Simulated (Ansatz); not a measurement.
# C₃H₁₄Si₃Zn: one species, many methods

An exercise on one series of results from a longer session: the logs are not shown, and one member is left open.

Computed with Ansatz 0.2.0, Gaussian basis. Level: functionals in def2-TZVPP, the program's frozen cores in correlated methods.

The runs, in order: LDA (SPW92), PBE-D4, revPBE-D4, BLYP-D4, r2SCAN-D4, B97M-V, PBE0-D4, B3LYP-D4, r2SCANh-D4, r2SCAN0-D4, HSE06-D4, BHLYP-D4, CAM-B3LYP-D4, LC-ωPBE, ωB97X-V, ωB97M-V, B2PLYP, PBE-QIDH; CCSD(T)/def2-SVP; CCSD(T)/def2-TZVPP; MP2/def2-QZVPP; extrapolation to the limit; RPA on PBE.

## The geometry

All runs share one geometry, relaxed beforehand with PBE0-D4 in a triple-zeta def2 set.

SMILES `[CH3][Zn][Si@@H]([SiH3])[C@H](C)[SiH3]`, 21 atoms, charge 0, spin multiplicity 1.

Atoms are counted from 1 here; the program's logs count them from 0.

Bond lengths: C1–Zn2 1.952 Å, C1–H8 1.093 Å, C1–H9 1.093 Å, C1–H10 1.093 Å, Zn2–Si3 2.382 Å, Si3–Si4 2.343 Å, Si3–C5 1.903 Å, Si3–H11 1.499 Å, Si4–H12 1.489 Å, Si4–H13 1.490 Å, Si4–H14 1.491 Å, C5–C6 1.533 Å, C5–Si7 1.871 Å, C5–H15 1.097 Å, C6–H16 1.095 Å, C6–H17 1.094 Å, C6–H18 1.094 Å, Si7–H19 1.490 Å and more. Angles: Zn2–C1–H8 110.9°, Zn2–C1–H9 110.7°, Zn2–C1–H10 111.1°, H8–C1–H9 107.9°, H8–C1–H10 108.0°, H9–C1–H10 108.0°, C1–Zn2–Si3 179.4°, Zn2–Si3–Si4 110.6°, Zn2–Si3–C5 111.2°, Zn2–Si3–H11 111.3°, Si4–Si3–C5 110.6°, Si4–Si3–H11 105.5°, C5–Si3–H11 107.4°, Si3–Si4–H12 111.6°, Si3–Si4–H13 109.5°, Si3–Si4–H14 112.2°, H12–Si4–H13 107.6°, H12–Si4–H14 107.6° and more.

Set-up of the first run:

File in.yaml:

```yaml
crystal:
  periodic: [false, false, false]
  atoms:
    - {symbol: C, position_ang: [-3.590637, 0.511150, 1.227395]}
    - {symbol: Zn, position_ang: [-1.675782, 0.150525, 1.107698]}
    - {symbol: Si, position_ang: [0.656238, -0.308885, 0.943994]}
    - {symbol: Si, position_ang: [1.039401, -2.618798, 0.862353]}
    - {symbol: C, position_ang: [1.421020, 0.550908, -0.571854]}
    - {symbol: C, position_ang: [1.377663, 2.076109, -0.426751]}
    - {symbol: Si, position_ang: [0.547092, -0.008061, -2.129406]}
    - {symbol: H, position_ang: [-4.152223, -0.412717, 1.389684]}
    - {symbol: H, position_ang: [-3.956238, 0.969760, 0.304796]}
    - {symbol: H, position_ang: [-3.812406, 1.190974, 2.054181]}
    - {symbol: H, position_ang: [1.394140, 0.177280, 2.155006]}
    - {symbol: H, position_ang: [0.149922, -3.288229, -0.127197]}
    - {symbol: H, position_ang: [0.757051, -3.217342, 2.197711]}
    - {symbol: H, position_ang: [2.448099, -2.944085, 0.496733]}
    - {symbol: H, position_ang: [2.462544, 0.212578, -0.641932]}
    - {symbol: H, position_ang: [0.346742, 2.443128, -0.380913]}
    - {symbol: H, position_ang: [1.877769, 2.407291, 0.487794]}
    - {symbol: H, position_ang: [1.862070, 2.578015, -1.269840]}
    - {symbol: H, position_ang: [1.065018, 0.704271, -3.330853]}
    - {symbol: H, position_ang: [-0.910191, 0.299707, -2.007572]}
    - {symbol: H, position_ang: [0.692716, -1.473579, -2.341016]}
basis:
  gaussian: {orbitals: def2-TZVPP}
hamiltonian: {xc: lda}
output: {orbitals: {seedname: orbitals}}
```

Run with:

```bash
$ ansatz run in.yaml --threads 5 --pin off --events-out ev --progress --plain --max-ram 66560MiB --backend cuda --devices 0, --max-vram 37GiB
```

Among the steps run: LDA; PBE-D4 (GGA); revPBE-D4 (GGA); BLYP-D4 (GGA); r2SCAN-D4 (meta-GGA); B97M-V (meta-GGA); B3LYP-D4 (hybrid); r2SCANh-D4 (hybrid); r2SCAN0-D4 (hybrid); HSE06-D4 (hybrid); BHLYP-D4 (hybrid); CAM-B3LYP-D4 (range-separated); LC-ωPBE (range-separated); ωB97X-V (range-separated); ωB97M-V (range-separated); B2PLYP (double hybrid); PBE-QIDH (double hybrid).

One of the session's tables, all rows but one given; the rest of the session is left out.

It belongs to the step «Orbital energies across the functionals». 

```
  functional  HOMO (eV)  gap (eV)
 LDA (SPW92)      -5.90      3.91
      PBE-D4      -5.76      4.01
   revPBE-D4      -5.70      4.07
     BLYP-D4      -5.59      3.97
   r2SCAN-D4          ?         ?
      B97M-V      -6.03      4.26
     PBE0-D4      -6.74      5.72
    B3LYP-D4      -6.54      5.33
  r2SCANh-D4      -6.33      5.03
  r2SCAN0-D4      -6.88      5.96
    HSE06-D4      -6.36      4.98
    BHLYP-D4      -7.61      7.34
CAM-B3LYP-D4      -7.95      7.82
     LC-ωPBE      -9.26     10.17
     ωB97X-V      -8.91      9.67
     ωB97M-V      -8.74      9.22
```

**Question.** Estimate the row for r2SCAN-D4.

Worked estimate for «HOMO (eV)». Against the share of exact exchange, r2SCANh-D4 (0.1, -6.33), r2SCAN0-D4 (0.25, -6.88) give a slope of -3.67 per unit share; at 0 the line stands at -5.96.

The run gave: HOMO (eV): -5.97; gap (eV): 4.41. In «HOMO (eV)» the line misses by +0.01.
